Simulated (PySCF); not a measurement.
# A diatomic session: LiZn−

Aim: find the lowest electronic state of LiZn−, scan its bond at several levels of theory, and get bond length, wavenumber and dissociation energy from each curve.

Computed with PySCF 2.14.0. Level: Li aug-pcseg-1, Zn aug-pcseg-1, no relativity.

3 further runs of the same task are left out: 3 set aside as unsound or not needed.

### 1 The job

A driver script around PySCF takes these settings:

```
atoms                         : Li, Zn
charge                        : -1
basis                         : Li aug-pcseg-1, Zn aug-pcseg-1
Hamiltonian                   : no relativity
basis functions               : 60
electrons treated             : 34
masses in u                   : 7.0160, 63.9291
levels                        : PBE0, PBE, r²SCAN, r²SCAN0, M06, B3LYP, HSE06, MP2, SCS-MP2, CCSD, CCSD(T)
grid                          : 80 radial by 434 angular points
occupations                   : held fixed by the projection of orbital angular momentum
dissociation limit            : Li− + Zn, each in its ground configuration
starting distance in angstrom : 2.575
values of 2S to try           : 0, 2
```

Launch:

```console
> OMP_NUM_THREADS=1 python dia.py task.json out
```

After the search, every level is run at each distance in turn; below they are sorted by level.

### 2 PBE0 along the bond

State followed: ¹Σ⁺ (singlet), closed shell. The scan is laid around 3.370 Å.

Log of the SCF at 3.370 Å:

```text
******** <class 'pyscf.dft.uks_symm.SymAdaptedUKS'> ********
method = SymAdaptedUKS
initial guess = minao
damping factor = 0
level_shift factor = 0
DIIS = <class 'pyscf.scf.diis.CDIIS'>
diis_start_cycle = 1
diis_space = 10
diis_damp = 0
SCF conv_tol = 1e-09
SCF conv_tol_grad = None
SCF max_cycles = 60
direct_scf = False
max_memory 909 MB (current use 426 MB)
number electrons alpha = 17  beta = 17
XC library pyscf.dft.libxc version 7.0.0
    S. Lehtola, C. Steigemann, M. J.T. Oliveira, and M. A.L. Marques.,  SoftwareX 7, 1–5 (2018)
XC functionals = PBE0
    C. Adamo and V. Barone.,  J. Chem. Phys. 110, 6158 (1999)
    M. Ernzerhof and G. E. Scuseria.,  J. Chem. Phys. 110, 5029 (1999)
small_rho_cutoff = 0
Overwritten attributes  get_j get_occ get_hcore get_jk get_k  of <class 'pyscf.dft.uks_symm.SymAdaptedUKS'>
<class 'pyscf.dft.uks_symm.SymAdaptedUKS'> does not have attributes  refdm
Set gradient conv threshold to 3.16228e-05
init E= -1786.43071903363
cycle= 1 E= -1786.43239936278  delta_E= -0.00168  |g|= 0.00441  |ddm|= 0.0565
cycle= 2 E= -1786.43239238313  delta_E= 6.98e-06  |g|= 0.00669  |ddm|= 0.0448
cycle= 3 E= -1786.43244701559  delta_E= -5.46e-05  |g|= 0.00124  |ddm|= 0.0172
cycle= 4 E= -1786.43244819354  delta_E= -1.18e-06  |g|= 0.000265  |ddm|= 0.00275
cycle= 5 E= -1786.43244829209  delta_E= -9.85e-08  |g|= 0.000115  |ddm|= 0.00224
cycle= 6 E= -1786.43244834468  delta_E= -5.26e-08  |g|= 2.09e-05  |ddm|= 0.000803
cycle= 7 E= -1786.43244834857  delta_E= -3.89e-09  |g|= 4.41e-06  |ddm|= 0.000634
cycle= 8 E= -1786.43244834875  delta_E= -1.78e-10  |g|= 3.48e-06  |ddm|= 0.000191
Extra cycle  E= -1786.43244834876  delta_E= -1.11e-11  |g|= 3.71e-06  |ddm|= 6.93e-05
converged SCF energy = -1786.43244834876  <S^2> = -1.0658141e-14  2S+1 = 1
```

Points of the scan, energies from the lowest:

| R (Å) | E (eV) | μ (D) | Mulliken charge of Li (e) | Mayer bond order | ⟨S²⟩ | HOMO (eV) | LUMO (eV) |
| --- | --- | --- | --- | --- | --- | --- | --- |
| 3.0330 | 0.0199 | 11.18 | -0.79 | 0.38 | 0.00 | 0.52 | 2.01 |
| 3.1678 | 0.0062 | 11.52 | -0.79 | 0.38 | 0.00 | 0.50 | 2.01 |
| 3.2689 | 0.0014 | 11.81 | -0.79 | 0.37 | 0.00 | 0.49 | 2.02 |
| 3.3700 | 0.0000 | 12.12 | -0.80 | 0.35 | 0.00 | 0.48 | 2.02 |
| 3.4711 | 0.0012 | 12.45 | -0.82 | 0.34 | 0.00 | 0.46 | 2.02 |
| 3.6059 | 0.0057 | 12.91 | -0.83 | 0.31 | 0.00 | 0.45 | 2.02 |
| 3.7744 | 0.0146 | 13.53 | -0.85 | 0.28 | 0.00 | 0.44 | 2.02 |
| 3.9766 | 0.0278 | 14.32 | -0.87 | 0.25 | 0.00 | 0.42 | 2.01 |

Fit: Re = 3.369 Å, ωe = 104.4 cm⁻¹, ωexe = 2.06 cm⁻¹, αe = 0.00695 cm⁻¹, Be = 0.2350 cm⁻¹, De = 0.235 eV, μ = 12.11 D.

Orbitals nearest the gap at 3.370 Å:

| spin | orbital | ε (eV) | filled | made of |
| --- | --- | --- | --- | --- |
| both | δ | -9.67 | yes | Zn d 100 % |
| both | δ | -9.67 | yes | Zn d 100 % |
| both | π | -9.62 | yes | Zn d 100 % |
| both | π | -9.62 | yes | Zn d 100 % |
| both | σ | -9.61 | yes | Zn d 100 % |
| both | σ | -3.08 | yes | Zn s 97 % |
| both | σ | 0.48 | yes | Li s 87 %, Zn p 18 % |
| both | π | 2.02 | no | Li p 82 %, Zn p 18 % |
| both | π | 2.02 | no | Li p 82 %, Zn p 18 % |
| both | σ | 2.03 | no | Li p 36 %, Zn s 26 %, Zn p 21 % |

Polarisability there: 919.8 bohr³ along the bond, 606.4 across it.

### 3 Orbitals, density and potential

Orbitals, density, ELF and potential are computed afterwards from the orbital file.

Frontier orbitals at PBE0, with the share of their density that lies nearest to each atom:

| orbital | energy (eV) | lies on |
| --- | --- | --- |
| HOMO-1 | -3.08 | Zn2 93 %; Li1 7 % |
| HOMO | 0.48 | Li1 77 %; Zn2 23 % |
| LUMO | 2.02 | Zn2 50 %; Li1 50 % |

ELF in a plane through or near 2 of the atoms.

Values, 10 rows by 14 columns:
```
0.36 0.69 0.89 0.94 0.93 0.86 0.41 0.07 0.02 0.04 0.10 0.14 0.09 0.03
0.72 0.93 0.98 0.99 0.99 0.96 0.59 0.16 0.12 0.26 0.42 0.58 0.52 0.24
0.87 0.98 1.00 1.00 0.98 0.97 0.68 0.28 0.27 0.39 0.48 0.59 0.76 0.54
0.95 0.99 0.99 0.34 0.03 0.16 0.76 0.44 0.36 0.17 0.19 0.51 0.77 0.81
0.97 1.00 0.70 0.05 0.99 0.26 0.67 0.55 0.17 0.68 0.54 0.22 0.75 0.88
0.97 1.00 0.56 0.19 1.00 0.59 0.60 0.56 0.16 0.50 0.67 0.20 0.75 0.88
0.96 0.99 0.93 0.03 0.17 0.03 0.75 0.51 0.23 0.32 0.25 0.33 0.76 0.85
0.92 0.99 1.00 0.93 0.54 0.79 0.73 0.36 0.37 0.30 0.38 0.59 0.79 0.70
0.83 0.96 0.99 1.00 0.99 0.97 0.65 0.24 0.22 0.36 0.46 0.59 0.71 0.44
0.55 0.84 0.96 0.98 0.97 0.92 0.51 0.11 0.05 0.14 0.30 0.40 0.26 0.10
```
The map spans 8.6 Å across and 5.2 Å up, centred on the molecule. Atoms in the plane (x, y in Å): Li1 (-1.7, 0.0), Zn2 (1.7, 0.0).

On the surface of density 0.002 e/bohr³ the electrostatic potential runs, from the 1st to the 99th percentile, from -3.80 V near Li1 to -2.99 V near Zn2.

### 4 PBE (GGA)

Output of the SCF at 3.370 Å:

```text
[... 13 set-up lines left out, the same as in an earlier log ...]
max_memory 909 MB (current use 480 MB)
[... 3 set-up lines left out, the same as in an earlier log ...]
XC functionals = PBE
    J. P. Perdew, K. Burke, and M. Ernzerhof.,  Phys. Rev. Lett. 77, 3865 (1996)
    J. P. Perdew, K. Burke, and M. Ernzerhof.,  Phys. Rev. Lett. 78, 1396 (1997)
    J. P. Perdew, K. Burke, and M. Ernzerhof.,  Phys. Rev. Lett. 77, 3865 (1996)
    J. P. Perdew, K. Burke, and M. Ernzerhof.,  Phys. Rev. Lett. 78, 1396 (1997)
[... 2 set-up lines left out, the same as in an earlier log ...]
init E= -1786.42364464451
cycle= 1 E= -1786.42174221217  delta_E= 0.0019  |g|= 0.112  |ddm|= 0.164
cycle= 2 E= -1786.41283796787  delta_E= 0.0089  |g|= 0.201  |ddm|= 0.228
cycle= 3 E= -1786.42527466133  delta_E= -0.0124  |g|= 0.00831  |ddm|= 0.161
cycle= 4 E= -1786.42540351735  delta_E= -0.000129  |g|= 0.00291  |ddm|= 0.0557
cycle= 5 E= -1786.42542881896  delta_E= -2.53e-05  |g|= 0.000764  |ddm|= 0.0188
cycle= 6 E= -1786.42542908101  delta_E= -2.62e-07  |g|= 0.000106  |ddm|= 0.00258
cycle= 7 E= -1786.4254291157  delta_E= -3.47e-08  |g|= 1.71e-05  |ddm|= 0.000842
cycle= 8 E= -1786.42542911632  delta_E= -6.24e-10  |g|= 2.19e-06  |ddm|= 0.000227
Extra cycle  E= -1786.42542911624  delta_E= 8.39e-11  |g|= 5.25e-06  |ddm|= 7.12e-05
converged SCF energy = -1786.42542911624  <S^2> = -1.7763568e-14  2S+1 = 1
```

Re = 3.259 Å, ωe = 115.2 cm⁻¹, ωexe = 2.40 cm⁻¹, αe = 0.00751 cm⁻¹, Be = 0.2511 cm⁻¹, De = 0.288 eV, μ = 11.83 D. 7 s of CPU time for 8 points, integrals apart.

### 5 r²SCAN (meta-GGA)

Log of the SCF at 3.370 Å:

```text
[... 17 set-up lines left out, the same as in an earlier log ...]
XC functionals = R2SCAN
    J. W. Furness, A. D. Kaplan, J. Ning, J. P. Perdew, and J. Sun.,  J. Phys. Chem. Lett. 11, 8208-8215 (2020)
    J. W. Furness, A. D. Kaplan, J. Ning, J. P. Perdew, and J. Sun.,  J. Phys. Chem. Lett. 11, 9248-9248 (2020)
    J. W. Furness, A. D. Kaplan, J. Ning, J. P. Perdew, and J. Sun.,  J. Phys. Chem. Lett. 11, 8208-8215 (2020)
    J. W. Furness, A. D. Kaplan, J. Ning, J. P. Perdew, and J. Sun.,  J. Phys. Chem. Lett. 11, 9248-9248 (2020)
[... 2 set-up lines left out, the same as in an earlier log ...]
init E= -1786.67244112261
cycle= 1 E= -1786.67278326391  delta_E= -0.000342  |g|= 0.0301  |ddm|= 0.159
cycle= 2 E= -1786.67018450249  delta_E= 0.0026  |g|= 0.0465  |ddm|= 0.263
cycle= 3 E= -1786.67309888154  delta_E= -0.00291  |g|= 0.0133  |ddm|= 0.223
cycle= 4 E= -1786.67354955989  delta_E= -0.000451  |g|= 0.00106  |ddm|= 0.0609
cycle= 5 E= -1786.67355208709  delta_E= -2.53e-06  |g|= 0.000338  |ddm|= 0.00704
cycle= 6 E= -1786.67355211045  delta_E= -2.34e-08  |g|= 0.000207  |ddm|= 0.00315
cycle= 7 E= -1786.67355224724  delta_E= -1.37e-07  |g|= 2.7e-05  |ddm|= 0.00267
cycle= 8 E= -1786.673552251  delta_E= -3.76e-09  |g|= 3.26e-06  |ddm|= 0.000992
cycle= 9 E= -1786.67355225108  delta_E= -8.21e-11  |g|= 1.57e-06  |ddm|= 0.000198
Extra cycle  E= -1786.67355225102  delta_E= 5.96e-11  |g|= 4.36e-06  |ddm|= 3.22e-05
converged SCF energy = -1786.67355225102  <S^2> = -1.7763568e-14  2S+1 = 1
```

Re = 3.210 Å, ωe = 125.2 cm⁻¹, ωexe = 2.43 cm⁻¹, αe = 0.00711 cm⁻¹, Be = 0.2587 cm⁻¹, De = 0.275 eV, μ = 11.74 D.

### 6 r²SCAN0 (hybrid meta-GGA)

The SCF at the reference distance, 3.370 Å, printed:

```text
[... 17 set-up lines left out, the same as in an earlier log ...]
XC functionals = HYB_MGGA_XC_R2SCAN0
    M. Bursch, H. Neugebauer, S. Ehlert, and S. Grimme.,  J. Chem. Phys. 156, 134105 (2022)
[... 2 set-up lines left out, the same as in an earlier log ...]
init E= -1786.62703418584
cycle= 1 E= -1786.62692969987  delta_E= 0.000104  |g|= 0.0363  |ddm|= 0.0685
cycle= 2 E= -1786.62634004373  delta_E= 0.00059  |g|= 0.0554  |ddm|= 0.0871
cycle= 3 E= -1786.62736858868  delta_E= -0.00103  |g|= 0.000505  |ddm|= 0.0484
cycle= 4 E= -1786.62736922006  delta_E= -6.31e-07  |g|= 0.000207  |ddm|= 0.00511
cycle= 5 E= -1786.62736934679  delta_E= -1.27e-07  |g|= 6.24e-05  |ddm|= 0.0038
cycle= 6 E= -1786.62736935665  delta_E= -9.85e-09  |g|= 4.27e-05  |ddm|= 0.00151
cycle= 7 E= -1786.62736936334  delta_E= -6.69e-09  |g|= 5.78e-06  |ddm|= 0.000744
cycle= 8 E= -1786.62736936357  delta_E= -2.34e-10  |g|= 1.21e-06  |ddm|= 0.000175
Extra cycle  E= -1786.62736936357  delta_E= -4.55e-12  |g|= 1.49e-06  |ddm|= 2e-05
converged SCF energy = -1786.62736936357  <S^2> = -1.7763568e-14  2S+1 = 1
```

Re = 3.310 Å, ωe = 113.9 cm⁻¹, ωexe = 2.20 cm⁻¹, αe = 0.00663 cm⁻¹, Be = 0.2433 cm⁻¹, De = 0.239 eV, μ = 11.89 D. 9.7 s of CPU time for 8 points, integrals apart.

### 7 M06

Output of the SCF at 3.370 Å:

```text
[... 17 set-up lines left out, the same as in an earlier log ...]
XC functionals = M06
    Y. Zhao and D. G. Truhlar.,  Theor. Chem. Acc. 120, 215 (2008)
    Y. Zhao and D. G. Truhlar.,  Theor. Chem. Acc. 120, 215 (2008)
[... 2 set-up lines left out, the same as in an earlier log ...]
init E= -1786.66423768042
cycle= 1 E= -1786.66576042599  delta_E= -0.00152  |g|= 0.0316  |ddm|= 0.214
cycle= 2 E= -1786.66556997598  delta_E= 0.00019  |g|= 0.0422  |ddm|= 0.0767
cycle= 3 E= -1786.66615281201  delta_E= -0.000583  |g|= 0.00263  |ddm|= 0.036
cycle= 4 E= -1786.66615925253  delta_E= -6.44e-06  |g|= 0.000781  |ddm|= 0.012
cycle= 5 E= -1786.66616145183  delta_E= -2.2e-06  |g|= 0.000393  |ddm|= 0.00868
cycle= 6 E= -1786.66616192738  delta_E= -4.76e-07  |g|= 0.000147  |ddm|= 0.00391
cycle= 7 E= -1786.66616197039  delta_E= -4.3e-08  |g|= 1.93e-05  |ddm|= 0.00215
cycle= 8 E= -1786.6661619715  delta_E= -1.11e-09  |g|= 6.51e-06  |ddm|= 0.000602
cycle= 9 E= -1786.66616197158  delta_E= -7.96e-11  |g|= 6.66e-07  |ddm|= 6.7e-05
Extra cycle  E= -1786.66616197158  delta_E= -2.27e-12  |g|= 6.28e-07  |ddm|= 1.42e-05
converged SCF energy = -1786.66616197158  <S^2> = -1.4210855e-14  2S+1 = 1
```

Re = 3.470 Å, ωe = 101.7 cm⁻¹, Be = 0.2214 cm⁻¹, De = 0.243 eV, μ = 13.07 D.

### 8 B3LYP

Log of the SCF at 3.370 Å:

```text
[... 13 set-up lines left out, the same as in an earlier log ...]
max_memory 909 MB (current use 481 MB)
[... 3 set-up lines left out, the same as in an earlier log ...]
XC functionals = B3LYP
    P. J. Stephens, F. J. Devlin, C. F. Chabalowski, and M. J. Frisch.,  J. Phys. Chem. 98, 11623 (1994)
[... 2 set-up lines left out, the same as in an earlier log ...]
init E= -1786.77296424841
cycle= 1 E= -1786.77322821923  delta_E= -0.000264  |g|= 0.0275  |ddm|= 0.199
cycle= 2 E= -1786.77295710708  delta_E= 0.000271  |g|= 0.0411  |ddm|= 0.069
cycle= 3 E= -1786.77345517232  delta_E= -0.000498  |g|= 0.00152  |ddm|= 0.0324
cycle= 4 E= -1786.77345876244  delta_E= -3.59e-06  |g|= 0.000419  |ddm|= 0.0114
cycle= 5 E= -1786.77345945615  delta_E= -6.94e-07  |g|= 0.000131  |ddm|= 0.00407
cycle= 6 E= -1786.77345947647  delta_E= -2.03e-08  |g|= 2.85e-05  |ddm|= 0.00202
cycle= 7 E= -1786.77345947773  delta_E= -1.26e-09  |g|= 3.21e-06  |ddm|= 0.000702
cycle= 8 E= -1786.77345947781  delta_E= -8.09e-11  |g|= 1.41e-06  |ddm|= 0.000161
Extra cycle  E= -1786.77345947781  delta_E= -4.55e-12  |g|= 1.67e-06  |ddm|= 5.5e-05
converged SCF energy = -1786.77345947781  <S^2> = -1.7763568e-14  2S+1 = 1
```

Re = 3.370 Å, ωe = 95.7 cm⁻¹, ωexe = 2.69 cm⁻¹, αe = 0.00901 cm⁻¹, Be = 0.2347 cm⁻¹, De = 0.183 eV, μ = 12.05 D. 8.6 s of CPU time for 8 points, integrals apart.

### 9 HSE06 (range-separated hybrid)

Output of the SCF at 3.370 Å:

```text
[... 17 set-up lines left out, the same as in an earlier log ...]
XC functionals = HSE06
    J. Heyd, G. E. Scuseria, and M. Ernzerhof.,  J. Chem. Phys. 118, 8207 (2003)
    J. Heyd, G. E. Scuseria, and M. Ernzerhof.,  J. Chem. Phys. 124, 219906 (2006)
    A. V. Krukau, O. A. Vydrov, A. F. Izmaylov, and G. E. Scuseria.,  J. Chem. Phys. 125, 224106 (2006)
[... 2 set-up lines left out, the same as in an earlier log ...]
init E= -1786.43599158185
cycle= 1 E= -1786.43599884118  delta_E= -7.26e-06  |g|= 0.0151  |ddm|= 0.0538
cycle= 2 E= -1786.43585161646  delta_E= 0.000147  |g|= 0.0211  |ddm|= 0.0649
cycle= 3 E= -1786.43608370786  delta_E= -0.000232  |g|= 0.00129  |ddm|= 0.0521
cycle= 4 E= -1786.43608811353  delta_E= -4.41e-06  |g|= 0.00058  |ddm|= 0.0108
cycle= 5 E= -1786.43608897846  delta_E= -8.65e-07  |g|= 3.89e-05  |ddm|= 0.00307
cycle= 6 E= -1786.43608898106  delta_E= -2.6e-09  |g|= 9.48e-06  |ddm|= 0.00029
cycle= 7 E= -1786.43608898139  delta_E= -3.32e-10  |g|= 4.18e-06  |ddm|= 7.97e-05
Extra cycle  E= -1786.43608898137  delta_E= 2.66e-11  |g|= 5.74e-06  |ddm|= 5.6e-05
converged SCF energy = -1786.43608898137  <S^2> = -1.7763568e-14  2S+1 = 1
```

Re = 3.318 Å, ωe = 110.0 cm⁻¹, ωexe = 2.12 cm⁻¹, αe = 0.00698 cm⁻¹, Be = 0.2422 cm⁻¹, De = 0.263 eV, μ = 11.90 D.

### 10 Correlated methods on the Hartree–Fock reference

Reference: RHF; core orbitals frozen: 5.

Log of the coupled-cluster run at 3.370 Å:

```text
******** <class 'pyscf.cc.ccsd.CCSD'> ********
CC2 = 0
CCSD nocc = 12, nmo = 55
frozen orbitals [0, 1, 2, 3, 4]
max_cycle = 80
direct = 0
conv_tol = 1e-07
conv_tol_normt = 1e-05
diis_space = 8
diis_start_cycle = 0
diis_start_energy_diff = 1e+09
max_memory 909 MB (current use 491 MB)
Init t2, MP2 energy = -1785.3225133276  E_corr(MP2) -0.331750266181605
Init E_corr(CCSD) = -0.331750266185517
cycle = 1  E_corr(CCSD) = -0.305971348627259  dE = 0.0257789176  norm(t1,t2) = 0.113678
cycle = 2  E_corr(CCSD) = -0.331167653448924  dE = -0.0251963048  norm(t1,t2) = 0.0530589
cycle = 3  E_corr(CCSD) = -0.325494112348681  dE = 0.0056735411  norm(t1,t2) = 0.0323781
cycle = 4  E_corr(CCSD) = -0.329824287813247  dE = -0.00433017546  norm(t1,t2) = 0.0184315
cycle = 5  E_corr(CCSD) = -0.330524282812571  dE = -0.000699994999  norm(t1,t2) = 0.00521174
cycle = 6  E_corr(CCSD) = -0.330208963094752  dE = 0.000315319718  norm(t1,t2) = 0.00318346
cycle = 7  E_corr(CCSD) = -0.330163751218374  dE = 4.52118764e-05  norm(t1,t2) = 0.00137021
cycle = 8  E_corr(CCSD) = -0.33016824467868  dE = -4.49346031e-06  norm(t1,t2) = 0.000816486
cycle = 9  E_corr(CCSD) = -0.330162905050403  dE = 5.33962828e-06  norm(t1,t2) = 0.000387312
cycle = 10  E_corr(CCSD) = -0.330160951217544  dE = 1.95383286e-06  norm(t1,t2) = 0.000187284
cycle = 11  E_corr(CCSD) = -0.330157075535953  dE = 3.87568159e-06  norm(t1,t2) = 7.99866e-05
cycle = 12  E_corr(CCSD) = -0.330163499146975  dE = -6.42361102e-06  norm(t1,t2) = 4.14344e-05
cycle = 13  E_corr(CCSD) = -0.330160060494005  dE = 3.43865297e-06  norm(t1,t2) = 2.37973e-05
cycle = 14  E_corr(CCSD) = -0.330161122817511  dE = -1.06232351e-06  norm(t1,t2) = 1.18921e-05
cycle = 15  E_corr(CCSD) = -0.330161053111718  dE = 6.97057934e-08  norm(t1,t2) = 4.20638e-06
CCSD converged
E(CCSD) = -1785.320924114534  E_corr = -0.330161053111718
CCSD(T) correction = -0.0194458824965419
```

Correlation energy (eV) along the bond:

| R (Å) | MP2 | SCS-MP2 | CCSD | CCSD(T) | T1 |
| --- | --- | --- | --- | --- | --- |
| 3.033 | -9.098 | -8.267 | -9.042 | -9.588 | 0.027 |
| 3.168 | -9.068 | -8.241 | -9.017 | -9.556 | 0.026 |
| 3.269 | -9.047 | -8.224 | -9.000 | -9.534 | 0.025 |
| 3.370 | -9.027 | -8.207 | -8.984 | -9.513 | 0.025 |
| 3.471 | -9.009 | -8.192 | -8.969 | -9.494 | 0.024 |
| 3.606 | -8.986 | -8.172 | -8.951 | -9.470 | 0.024 |
| 3.774 | -8.960 | -8.151 | -8.931 | -9.443 | 0.023 |
| 3.977 | -8.932 | -8.128 | -8.910 | -9.415 | 0.022 |

RHF-MP2: Re = 3.345 Å, ωe = 106.7 cm⁻¹, ωexe = 2.63 cm⁻¹, αe = 0.00727 cm⁻¹, Be = 0.2383 cm⁻¹, De = 0.199 eV.

RHF-SCS-MP2: Re = 3.479 Å, ωe = 89.0 cm⁻¹, ωexe = 2.50 cm⁻¹, αe = 0.00804 cm⁻¹, Be = 0.2203 cm⁻¹, De = 0.152 eV.

RHF-CCSD: Re = 3.519 Å, ωe = 83.0 cm⁻¹, ωexe = 3.04 cm⁻¹, αe = 0.00932 cm⁻¹, Be = 0.2153 cm⁻¹, De = 0.125 eV.

RHF-CCSD(T): Re = 3.306 Å, ωe = 110.2 cm⁻¹, ωexe = 2.91 cm⁻¹, αe = 0.00753 cm⁻¹, Be = 0.2439 cm⁻¹, De = 0.194 eV.

### 11 All curves

Energy (eV) from each level's lowest point:

| R (Å) | RHF-MP2 | RHF-SCS-MP2 | RHF-CCSD | RHF-CCSD(T) | PBE | r²SCAN | B3LYP | PBE0 | r²SCAN0 | M06 | HSE06 |
| --- | --- | --- | --- | --- | --- | --- | --- | --- | --- | --- | --- |
| 3.033 | 0.017 | 0.029 | 0.032 | 0.014 | 0.010 | 0.007 | 0.018 | 0.020 | 0.015 | 0.030 | 0.015 |
| 3.168 | 0.005 | 0.012 | 0.014 | 0.003 | 0.001 | 0.000 | 0.005 | 0.006 | 0.003 | 0.013 | 0.003 |
| 3.269 | 0.001 | 0.005 | 0.006 | 0.000 | 0.000 | 0.000 | 0.001 | 0.001 | 0.000 | 0.005 | 0.000 |
| 3.370 | 0.000 | 0.001 | 0.002 | 0.000 | 0.002 | 0.004 | 0.000 | 0.000 | 0.000 | 0.001 | 0.000 |
| 3.471 | 0.002 | 0.000 | 0.000 | 0.003 | 0.006 | 0.009 | 0.001 | 0.001 | 0.003 | 0.000 | 0.002 |
| 3.606 | 0.007 | 0.001 | 0.000 | 0.009 | 0.013 | 0.019 | 0.005 | 0.006 | 0.010 | 0.002 | 0.009 |
| 3.774 | 0.016 | 0.006 | 0.004 | 0.019 | 0.025 | 0.034 | 0.012 | 0.015 | 0.021 | 0.009 | 0.019 |
| 3.977 | 0.029 | 0.014 | 0.010 | 0.033 | 0.042 | 0.053 | 0.022 | 0.028 | 0.037 | 0.022 | 0.034 |

The whole job (state search and all levels along the bond) took 2.9 min on 1 thread of Arm Neoverse V2 (shared host), peak memory 0.74 GiB.

### 12 Constants by level of theory

Lowest PBE0 solution found, without spin–orbit coupling: ¹Σ⁺ (singlet), closed shell.

| level | Re (Å) | ωe (cm⁻¹) | De (eV) | μ (D) |
| --- | --- | --- | --- | --- |
| RHF-MP2 | 3.345 | 106.7 | 0.199 | n/a |
| RHF-SCS-MP2 | 3.479 | 89.0 | 0.152 | n/a |
| RHF-CCSD | 3.519 | 83.0 | 0.125 | n/a |
| RHF-CCSD(T) | 3.306 | 110.2 | 0.194 | n/a |
| PBE | 3.259 | 115.2 | 0.288 | 11.83 |
| r²SCAN | 3.210 | 125.2 | 0.275 | 11.74 |
| B3LYP | 3.370 | 95.7 | 0.183 | 12.05 |
| PBE0 | 3.369 | 104.4 | 0.235 | 12.11 |
| r²SCAN0 | 3.310 | 113.9 | 0.239 | 11.89 |
| M06 | 3.470 | 101.7 | 0.243 | 13.07 |
| HSE06 | 3.318 | 110.0 | 0.263 | 11.90 |

De is counted to Li− + Zn in their ground configurations. A positive dipole points from Li to Zn; in an ion it is taken about the centre of mass and does not tell which atom is negative.

Time per point (s) on 1 thread of Arm Neoverse V2, shared host (CPU time, shared integrals of 0.21 s apart; correlated levels include their reference; CCSD comes with the CCSD(T) run); the times are rough: RHF-MP2 0.18, RHF-SCS-MP2 0.18, RHF-CCSD(T) 7.2, PBE 0.88, r²SCAN 1.1, B3LYP 1.1, PBE0 1.5, r²SCAN0 1.2, M06 1.2, HSE06 1.1.

Bond lengths run from 3.210 Å (r²SCAN) to 3.519 Å (RHF-CCSD). Among the levels with a De in the table, it runs from 0.125 eV (RHF-CCSD) to 0.288 eV (PBE).

Correlated steps freeze 5 core orbitals. The bond is weak, and basis-set superposition, which was not computed, may be a sizeable part of it. T1 is 0.024 near the minimum (highest on the curve 0.027), which may point to more than one leading configuration. With some functionals the highest level of the anion is positive, from self-interaction error or because the anion is truly unbound there; the finite basis then holds the extra electron, and no neutral molecule was run to test the binding.
